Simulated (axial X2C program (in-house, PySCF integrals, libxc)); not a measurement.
# All-electron X2C curves of TiN⁺

What are the state, bond length, wavenumber and bond energy of TiN⁺, and what does spin–orbit coupling change?

Program: an in-house X2C program for linear molecules on PySCF integrals. Level of theory: all-electron X2C, Ti dyall-cv3z, N dyall-av3z. These are calculated values, not measurements.

## 1. Input

task.json reads:

```json
{"zs": [22, 7], "q": 1, "bas": ["dyall-cv3z", "dyall-av3z"], "levels": ["PBE0", "HF", "B3LYP"], "cc": true, "r0": 1.77, "thr": -1.0, "nmax": 90, "npts": 10, "nst": 2, "ntry": 6}
```

Keys: zs atomic numbers; q charge; bas basis sets; levels methods (HF also brings MP2); cc coupled cluster on or off; r0 starting distance in Å; thr threshold in hartree for freezing inner shells (an s shell follows its p shell); nmax most natural virtual spinors; npts points asked for on the curve; nst determinants followed; ntry starts of the search.

On the command line:

```bash
python so2c.py task.json out
```

Spin-free means the one-electron spin-free X2C Hamiltonian; two-component (2c) means X2C with spin–orbit coupling and atomic mean-field two-electron Coulomb and Gaunt terms. Basis: Ti dyall-cv3z contracted to [10s10p6d4f2g], N dyall-av3z contracted to [7s7p3d2f]; Gaussian nuclei, density fitting. Masses: Ti 47.948 u, N 14.003 u.

Notation: σ, π±, δ± give the projection m of an orbital's angular momentum (0, ±1, ±2), α and β its spin, Λ and M_S the sums; ω is the projection of a spinor's total angular momentum and Ω the sum. Logs are in hartree.

The results follow Hamiltonian by Hamiltonian and level by level.

## 2. Which state to follow

PBE0 moves the distance from 1.770 Å to 1.507 Å and compares determinants there.

Spin-free determinants:

| ΔE (eV) | state | open shells |
| --- | --- | --- |
| 0.00 | M_S = 0, Λ = 0 | closed shell |
| 1.82 | M_S = 1, Λ = 2 | beyond closed shells: σα, δ+α |
| 1.99 | M_S = 0, Λ = 2 | beyond closed shells: σα, δ+β |
| 2.69 | M_S = 1, Λ = 3 | beyond closed shells: π+α, π+β, π-α, δ+α |
| 2.73 | M_S = 0, Λ = 3 | beyond closed shells: π+α, π+β, π-α, δ+β |
| 2.79 | M_S = 0, Λ = 1 | beyond closed shells: π+α, π-α, π-β, δ+β |
| 2.96 | M_S = 1, Λ = 0 | beyond closed shells: 2 × σα |

Two-component determinants:

```json
{"ΔE (eV)": "0.00", "state": "Ω = 0", "open shells": "closed shell"}
{"ΔE (eV)": "1.80", "state": "Ω = 1", "open shells": "excess of +ω over −ω: ω = -1/2, ω = 3/2"}
{"ΔE (eV)": "1.83", "state": "Ω = 3", "open shells": "excess of +ω over −ω: ω = 1/2, ω = 5/2"}
{"ΔE (eV)": "1.97", "state": "Ω = 2", "open shells": "excess of +ω over −ω: ω = 1/2, ω = 3/2"}
{"ΔE (eV)": "2.00", "state": "Ω = 2", "open shells": "excess of +ω over −ω: ω = -1/2, ω = 5/2"}
{"ΔE (eV)": "2.70", "state": "Ω = 4", "open shells": "excess of +ω over −ω: ω = 3/2, ω = 5/2"}
{"ΔE (eV)": "2.71", "state": "Ω = 3", "open shells": "excess of +ω over −ω: 2 × ω = 3/2"}
```

## 3. PBE0, spin-free

State followed: M_S = 0, Λ = 0 (closed shell). The scan is laid around 1.507 Å, a first estimate of the minimum, and this SCF restarts from the orbitals of the search.

Output at 1.507 Å:

```text
spin-free X2C-1e  PBE0
basis functions 173  fitting functions 943  grid points 5072
iter        total energy     max residual
   1       -908.038652257     6.21e-05
   2       -908.038651643     2.74e-04
   3       -908.038652292     6.92e-06
   4       -908.038652293     7.08e-07
converged
one-electron -1344.77738562  Coulomb 431.55281978  exact exchange -11.93662369  xc functional -36.95396607  nuclear repulsion 54.07650331
```

Along the bond, energies from the lowest point:

```csv
R (Å),E (eV),μ (D),HOMO (eV),LUMO (eV),iterations
1.311,1.5398,-4.60,-14.43,-7.99,12
1.371,0.6627,-5.02,-14.24,-8.20,11
1.417,0.2696,-5.30,-14.09,-8.34,11
1.462,0.0596,-5.55,-13.95,-8.48,11
1.507,0.0000,-5.77,-13.82,-8.60,4
1.560,0.0832,-6.00,-13.68,-8.74,12
1.613,0.2955,-6.19,-13.55,-8.86,12
1.680,0.7074,-6.39,-13.40,-8.99,13
1.763,1.3529,-6.57,-13.25,-9.13,16
1.884,2.4339,-6.73,-12.86,-9.26,17
```

Dipoles are positive if N is the positive end and refer to the centre of mass.

Outer orbitals at the reference distance:

| symmetry | occupied | ε (eV) | atomic character |
| --- | --- | --- | --- |
| σα | yes | -24.49 | 58% N s, 19% Ti d, 11% Ti p |
| π+α | yes | -14.54 | 51% N p, 42% Ti d, 2% Ti p |
| π-α | yes | -14.54 | 51% N p, 42% Ti d, 2% Ti p |
| σα | yes | -13.82 | 46% N p, 40% Ti d, 6% N s |
| δ-α | no | -8.60 | 96% Ti d, 2% N d |
| δ+α | no | -8.60 | 96% Ti d, 2% N d |
| σα | no | -8.44 | 55% Ti s, 17% N p, 10% Ti p |
| π-α | no | -6.66 | 38% Ti d, 37% Ti p, 20% N p |

PBE0 fields in the half plane through the axis: z from -2.4 to 3.9 Å across, distance from the axis 0.15 to 2.25 Å upwards; Ti lies at z = 0 and N at z = 1.507 Å; the ELF is damped to zero where the density is low.

log10 density (e/bohr³). Ten even steps from '0' (-5.62 ) to '9' (1.40 ):
```
0000000122233322211100
0111111223333333322110
1122222333444444332210
1223334444455554433211
2233445555555555443321
2334456666666666544321
2334567787777776554322
2344567898777877654322
```

ELF. Ten even steps from '0' (0.00 ) to '9' (0.90 ):
```
0000000000000000000000
0000000000022210000000
0000000000145432100000
0000000000157664310000
0000000110168887531000
0001124674269999853100
0012358988568799974100
0012479392773839985200
```

Re = 1.505 Å, ωe = 1230 cm⁻¹, ωexe = 4.07 cm⁻¹, Be = 0.6869 cm⁻¹, De = 4.73 eV, μ = -5.76 D.

## 4. HF, spin-free

The SCF at the reference distance of 1.507 Å:

```text
spin-free X2C-1e  HF
basis functions 173  fitting functions 943  grid points 5072
iter        total energy     max residual
   1       -906.894557292     1.37e-01
   2       -906.910882521     2.36e-02
   3       -906.904658797     3.72e-02
   4       -906.916921529     6.90e-03
   5       -906.917360878     2.26e-03
   6       -906.917616663     1.88e-03
   7       -906.917900657     9.84e-04
   8       -906.918029747     3.64e-04
   9       -906.918043750     1.44e-04
  10       -906.918044682     3.42e-05
  11       -906.918044765     8.04e-06
  12       -906.918044769     3.97e-07
  13       -906.918044769     9.68e-08
converged
one-electron -1343.29133477  Coulomb 430.04764773  exact exchange -47.75086103  xc functional 0.00000000  nuclear repulsion 54.07650331
```

Re = 1.454 Å, ωe = 1379 cm⁻¹, Be = 0.736 cm⁻¹, De = -1.82 eV, μ = -6.34 D.

## 5. B3LYP, spin-free

The SCF at the reference distance of 1.507 Å:

```text
spin-free X2C-1e  B3LYP
basis functions 173  fitting functions 943  grid points 5072
iter        total energy     max residual
   1       -908.319617309     1.54e-02
   2       -908.320986717     1.51e-03
   3       -908.320924847     3.48e-03
   4       -908.320838287     4.76e-03
   5       -908.321036235     2.66e-04
   6       -908.321037241     5.83e-05
   7       -908.321037274     2.60e-05
   8       -908.321037283     3.20e-06
   9       -908.321037283     8.82e-07
converged
one-electron -1344.85732115  Coulomb 431.63212811  exact exchange -9.54745279  xc functional -39.62489476  nuclear repulsion 54.07650331
```

Re = 1.519 Å, ωe = 1193 cm⁻¹, ωexe = 4.18 cm⁻¹, Be = 0.674 cm⁻¹, De = 4.96 eV, μ = -5.75 D.

## 6. MP2 and beyond, spin-free

Correlated methods: 8 electrons correlated (frozen shells, counted by type: Ti 3 s, 2 p; N 1 s), 282 virtual spinors in MP2, 88 natural virtuals in coupled cluster.

Output of the correlated part at 1.507 Å:

```text
correlated 8  virtual 282  natural virtual 88  E(MP2) -0.386340040  MP2 remainder -0.008025452
iter   CCSD correlation   residual
   1     -0.292911042   3.40e-01
   2     -0.329218521   1.98e-01
   3     -0.332180078   3.69e-02
   4     -0.333422658   1.89e-02
   5     -0.334081357   5.97e-03
   6     -0.333964315   1.57e-03
   7     -0.333943404   5.72e-04
   8     -0.333962239   2.19e-04
   9     -0.333963104   7.98e-05
  10     -0.333962379   3.04e-05
  11     -0.333963356   9.11e-06
  12     -0.333963274   2.61e-06
  13     -0.333963269   8.57e-07
(T) -0.027717958  T1 0.0573  D1 0.0735  max T2 0.085
```

T1 in the output is the amplitude norm over the root of the electron number; divide by √2 for the Lee–Taylor value.

MP2: No constants are quoted: the points don't follow one smooth fit.

CCSD: Re = 1.526 Å, ωe = 1201 cm⁻¹, ωexe = 4.22 cm⁻¹, Be = 0.6682 cm⁻¹, De = 3.85 eV. T1 at Re = 0.041 (Lee–Taylor, the printed value over √2).

CCSD(T): Re = 1.559 Å, ωe = 1069 cm⁻¹, Be = 0.6399 cm⁻¹, De = 4.59 eV. T1 at Re = 0.043 (Lee–Taylor, the printed value over √2).

## 7. A higher determinant, spin-free

State: M_S = 1, Λ = 2 (beyond closed shells: σα, δ+α).

Output at the reference distance:

```text
spin-free X2C-1e  PBE0
basis functions 173  fitting functions 943  grid points 5072
iter        total energy     max residual
   1       -907.971881712     2.04e-05
   2       -907.971881731     1.89e-05
   3       -907.971881736     2.43e-05
   4       -907.971881743     1.31e-05
   5       -907.971881746     1.65e-06
   6       -907.971881746     4.09e-07
converged
one-electron -1345.10658624  Coulomb 432.00055756  exact exchange -11.96435675  xc functional -36.97799961  nuclear repulsion 54.07650331
```

| R (Å) | E above the lowest PBE0 point (eV) |
| --- | --- |
| 1.311 | 4.501 |
| 1.371 | 3.281 |
| 1.417 | 2.617 |
| 1.462 | 2.137 |
| 1.507 | 1.817 |
| 1.560 | 1.614 |
| 1.613 | 1.564 |
| 1.680 | 1.674 |
| 1.763 | 2.004 |

Re = 1.606 Å, ωe = 1063 cm⁻¹, ωexe = 4.13 cm⁻¹, Be = 0.603 cm⁻¹, μ = -5.19 D. Te = 1.56 eV.

## 8. The spin-free curves together

Energy (eV) of the followed determinant, spin-free, from each level's lowest point:

```csv
R (Å),PBE0,HF,MP2,CCSD,CCSD(T),B3LYP
1.311,1.540,0.962,3.292,n/a,n/a,1.708
1.371,0.663,0.291,2.120,0.858,1.123,0.779
1.417,0.270,0.054,1.486,0.394,0.598,0.347
1.462,0.060,0.000,1.016,0.119,0.258,0.098
1.507,0.000,0.097,0.676,0.000,0.068,0.000
1.560,0.083,0.364,0.397,0.021,0.000,0.040
1.613,0.295,0.759,0.184,0.179,0.059,0.209
1.680,0.707,1.389,0.000,0.531,0.263,0.568
1.763,1.353,2.183,0.766,n/a,n/a,1.152
1.884,2.434,3.336,1.907,n/a,n/a,2.148
```

## 9. PBE0, 2c

State followed: Ω = 0 (closed shell). The scan is laid around 1.507 Å, a first estimate of the minimum, and this SCF restarts from the orbitals of the search.

Output at 1.507 Å:

```text
two-component X2C + atomic mean field  PBE0
basis functions 173  fitting functions 943  grid points 5072
iter        total energy     max residual
   1       -907.848381211     7.30e-06
   2       -907.848381207     2.75e-05
   3       -907.848381214     2.67e-06
   4       -907.848381215     1.21e-06
converged
one-electron -1344.29889597  Coulomb 431.44717696  exact exchange -11.93361557  xc functional -36.94473051  nuclear repulsion 54.07650331  atomic mean-field constant -0.19481943
```

Along the bond, energies from the lowest point:

```
R (Å)  E (eV)  μ (D)  HOMO (eV)  LUMO (eV)  iterations
1.311  1.5373  -4.60     -14.44      -8.01          12
1.371  0.6613  -5.01     -14.24      -8.21          11
1.417  0.2688  -5.29     -14.10      -8.36          11
1.462  0.0592  -5.54     -13.95      -8.49          11
1.507  0.0000  -5.77     -13.82      -8.62           4
1.560  0.0835  -5.99     -13.68      -8.76          12
1.613  0.2960  -6.19     -13.55      -8.88          12
1.680  0.7081  -6.39     -13.41      -9.01          13
1.763  1.3537  -6.57     -13.25      -9.14          17
1.884  2.4348  -6.73     -12.85      -9.28          18
```

Dipoles are positive if N is the positive end and refer to the centre of mass.

Outer spinors at the reference distance:

```json
{"ω": "1/2", "occupied": "yes", "ε (eV)": "-24.49", "atomic character": "58% N s, 19% Ti d, 11% Ti p", "λ mixture": "100% σ"}
{"ω": "1/2", "occupied": "yes", "ε (eV)": "-14.55", "atomic character": "51% N p, 42% Ti d, 2% Ti p", "λ mixture": "100% π"}
{"ω": "3/2", "occupied": "yes", "ε (eV)": "-14.54", "atomic character": "51% N p, 42% Ti d, 2% Ti p", "λ mixture": "100% π"}
{"ω": "1/2", "occupied": "yes", "ε (eV)": "-13.82", "atomic character": "46% N p, 40% Ti d, 6% N s", "λ mixture": "100% σ"}
{"ω": "3/2", "occupied": "no", "ε (eV)": "-8.62", "atomic character": "96% Ti d, 2% N d", "λ mixture": "100% δ"}
{"ω": "5/2", "occupied": "no", "ε (eV)": "-8.60", "atomic character": "96% Ti d, 2% N d", "λ mixture": "100% δ"}
{"ω": "1/2", "occupied": "no", "ε (eV)": "-8.44", "atomic character": "55% Ti s, 17% N p, 10% Ti p", "λ mixture": "100% σ"}
{"ω": "1/2", "occupied": "no", "ε (eV)": "-6.67", "atomic character": "38% Ti d, 37% Ti p, 20% N p", "λ mixture": "100% π"}
```

PBE0 fields in the half plane through the axis: z from -2.4 to 3.9 Å across, distance from the axis 0.15 to 2.25 Å upwards; Ti lies at z = 0 and N at z = 1.507 Å; the ELF is damped to zero where the density is low.

log10 density (e/bohr³). Ten even steps from '0' (-5.63 ) to '9' (1.40 ):
```
0000000122233322211100
0111111223333333322110
1122222333444444332210
1223334444455554433211
2233445555555555443321
2334456666666666544321
2334567787777776554322
2344567898777877654322
```

ELF. Ten even steps from '0' (0.00 ) to '9' (0.90 ):
```
0000000000000000000000
0000000000022210000000
0000000000145432100000
0000000000157664310000
0000000110168887531000
0001124675269999853100
0012358988568799974100
0012479392773839985200
```

Re = 1.505 Å, ωe = 1230 cm⁻¹, ωexe = 4.06 cm⁻¹, Be = 0.687 cm⁻¹, De = 4.72 eV, μ = -5.76 D.

## 10. HF, 2c

The SCF at the reference distance of 1.507 Å:

```text
two-component X2C + atomic mean field  HF
basis functions 173  fitting functions 943  grid points 5072
iter        total energy     max residual
   1       -906.704497410     1.37e-01
   2       -906.720822679     2.36e-02
   3       -906.714607542     3.72e-02
   4       -906.726858329     6.91e-03
   5       -906.727298479     2.27e-03
   6       -906.727555184     1.89e-03
   7       -906.727840041     9.84e-04
   8       -906.727968884     3.63e-04
   9       -906.727982789     1.44e-04
  10       -906.727983718     3.41e-05
  11       -906.727983804     7.97e-06
  12       -906.727983809     5.51e-06
  13       -906.727983810     4.62e-06
  14       -906.727983813     1.63e-06
  15       -906.727983813     4.54e-07
converged
one-electron -1342.81358829  Coulomb 429.94280510  exact exchange -47.73888450  xc functional 0.00000000  nuclear repulsion 54.07650331  atomic mean-field constant -0.19481943
```

Re = 1.454 Å, ωe = 1378 cm⁻¹, Be = 0.7362 cm⁻¹, De = -1.18 eV, μ = -6.33 D.

## 11. B3LYP, 2c

Output at 1.507 Å:

```text
two-component X2C + atomic mean field  B3LYP
basis functions 173  fitting functions 943  grid points 5072
iter        total energy     max residual
   1       -908.129221458     1.54e-02
   2       -908.130590892     1.51e-03
   3       -908.130530173     3.46e-03
   4       -908.130443193     4.76e-03
   5       -908.130640280     2.67e-04
   6       -908.130641287     5.81e-05
   7       -908.130641319     2.60e-05
   8       -908.130641329     3.21e-06
   9       -908.130641329     8.82e-07
converged
one-electron -1344.37868972  Coulomb 431.52632991  exact exchange -9.54504407  xc functional -39.61492132  nuclear repulsion 54.07650331  atomic mean-field constant -0.19481943
```

Re = 1.519 Å, ωe = 1193 cm⁻¹, ωexe = 4.18 cm⁻¹, Be = 0.6741 cm⁻¹, De = 4.94 eV, μ = -5.74 D.

## 12. Correlated methods, 2c

Correlated methods: 8 electrons correlated (frozen shells, counted by type: Ti 3 s, 2 p; N 1 s), 282 virtual spinors in MP2, 90 natural virtuals in coupled cluster.

Output of the correlated part at 1.507 Å:

```text
correlated 8  virtual 282  natural virtual 90  E(MP2) -0.386268064  MP2 remainder -0.007633500
iter   CCSD correlation   residual
   1     -0.293141731   3.40e-01
   2     -0.329492314   1.98e-01
   3     -0.332456130   3.70e-02
   4     -0.333704499   1.90e-02
   5     -0.334367188   6.00e-03
   6     -0.334250286   1.58e-03
   7     -0.334229116   5.80e-04
   8     -0.334248176   2.22e-04
   9     -0.334249019   8.16e-05
  10     -0.334248260   3.20e-05
  11     -0.334249279   1.10e-05
  12     -0.334249180   5.13e-06
  13     -0.334249192   3.16e-06
(T) -0.027772577  T1 0.0577  D1 0.0750  max T2 0.085
```

MP2: No constants are quoted: the points don't follow one smooth fit.

CCSD: Re = 1.525 Å, ωe = 1201 cm⁻¹, ωexe = 4.1 cm⁻¹, Be = 0.6684 cm⁻¹, De = 4.18 eV. T1 at Re = 0.042 (Lee–Taylor, the printed value over √2).

CCSD(T): Re = 1.559 Å, ωe = 1073 cm⁻¹, Be = 0.6401 cm⁻¹, De = 4.92 eV. T1 at Re = 0.043 (Lee–Taylor, the printed value over √2).

## 13. A higher determinant, 2c

State: Ω = 1 (excess of +ω over −ω: ω = -1/2, ω = 3/2).

Output at the reference distance:

```text
two-component X2C + atomic mean field  PBE0
basis functions 173  fitting functions 943  grid points 5072
iter        total energy     max residual
   1       -907.782116061     2.06e-05
   2       -907.782116076     2.08e-05
   3       -907.782116082     1.09e-05
   4       -907.782116088     5.40e-06
   5       -907.782116092     1.35e-06
   6       -907.782116092     8.76e-07
converged
one-electron -1344.63344351  Coulomb 431.90007213  exact exchange -11.96140492  xc functional -36.96902367  nuclear repulsion 54.07650331  atomic mean-field constant -0.19481943
```

```csv
R (Å),E above the lowest PBE0 point (eV)
1.311,4.485
1.371,3.266
1.417,2.602
1.462,2.123
1.507,1.803
1.560,1.601
1.613,1.550
1.680,1.661
1.763,1.990
```

Re = 1.606 Å, ωe = 1063 cm⁻¹, ωexe = 4.13 cm⁻¹, Be = 0.6031 cm⁻¹, μ = -5.19 D. Te = 1.55 eV.

## 14. The 2c curves together

Energy (eV) of the followed determinant, 2c, from each level's lowest point:

| R (Å) | PBE0 | HF | MP2 | CCSD | CCSD(T) | B3LYP |
| --- | --- | --- | --- | --- | --- | --- |
| 1.311 | 1.537 | 0.960 | 3.283 | n/a | n/a | 1.706 |
| 1.371 | 0.661 | 0.290 | 2.112 | 0.857 | 1.121 | 0.778 |
| 1.417 | 0.269 | 0.053 | 1.479 | 0.393 | 0.598 | 0.346 |
| 1.462 | 0.059 | 0.000 | 1.010 | 0.118 | 0.257 | 0.098 |
| 1.507 | 0.000 | 0.098 | 0.670 | 0.000 | 0.068 | 0.000 |
| 1.560 | 0.083 | 0.364 | 0.392 | 0.022 | 0.000 | 0.040 |
| 1.613 | 0.296 | 0.760 | 0.190 | 0.180 | 0.059 | 0.210 |
| 1.680 | 0.708 | 1.392 | 0.000 | 0.532 | 0.264 | 0.569 |
| 1.763 | 1.354 | 2.187 | 0.762 | n/a | n/a | 1.153 |
| 1.884 | 2.435 | 3.339 | 1.904 | n/a | n/a | 2.149 |

Time for the job: 1.7 min (1 thread, shared host).

## 15. Constants

Lowest determinant that the search found at its distance, spin-free: M_S = 0, Λ = 0 (closed shell).

Lowest determinant that the search found at its distance, 2c: Ω = 0 (closed shell).

```tsv
Hamiltonian	level	Re (Å)	ωe (cm⁻¹)	De (eV)	μ (D)
spin-free	PBE0	1.505	1230	4.73	-5.76
spin-free	HF	1.454	1379	-1.82	-6.34
spin-free	CCSD	1.526	1201	3.85	n/a
spin-free	CCSD(T)	1.559	1069	4.59	n/a
spin-free	B3LYP	1.519	1193	4.96	-5.75
2c	PBE0	1.505	1230	4.72	-5.76
2c	HF	1.454	1378	-1.18	-6.33
2c	CCSD	1.525	1201	4.18	n/a
2c	CCSD(T)	1.559	1073	4.92	n/a
2c	B3LYP	1.519	1193	4.94	-5.74
```

Dipoles are positive if N is the positive end and refer to the centre of mass. No constants: spin-free MP2 (the points don't follow one smooth fit); 2c MP2 (the points don't follow one smooth fit).

Time per point (s) on 1 thread, shared host (2c runs; CCSD comes with the CCSD(T) run); the times are rough: PBE0 0.33, HF 0.29, CCSD(T) 2.9, B3LYP 0.36.

**Reading.** At CCSD(T), going from spin-free to two-component changes Re by 0 mÅ, ωe by +0.4 %; the spin-free picture holds up (part of it comes from the scalar share of the two-electron terms). De moves by +0.32 eV; both De rest on single-determinant atoms, which can miss part of an open shell's spin–orbit lowering. A rise this large is unusual: the two-component atoms may not have reached their lowest states, so this De is in doubt. De is negative at HF: there the minimum lies above the ground-state fragments.

De refers to Ti+ + N, each in the lowest determinant found, which need not be this curve's own limit. Each curve is one determinant whose occupation by symmetry is held fixed; it was picked as the lowest of a PBE0 search that is not exhaustive. Closed shells are restricted here (equal orbitals for both partners), which fails at long range if the bond breaks into open shells. Dissociation energies refer to the lowest single-determinant-based atoms at the same level and basis. CCSD and (T) use frozen natural virtuals with an MP2 correction for the truncation. T1 at Re is 0.043 (Lee–Taylor), above the customary mark of 0.02.
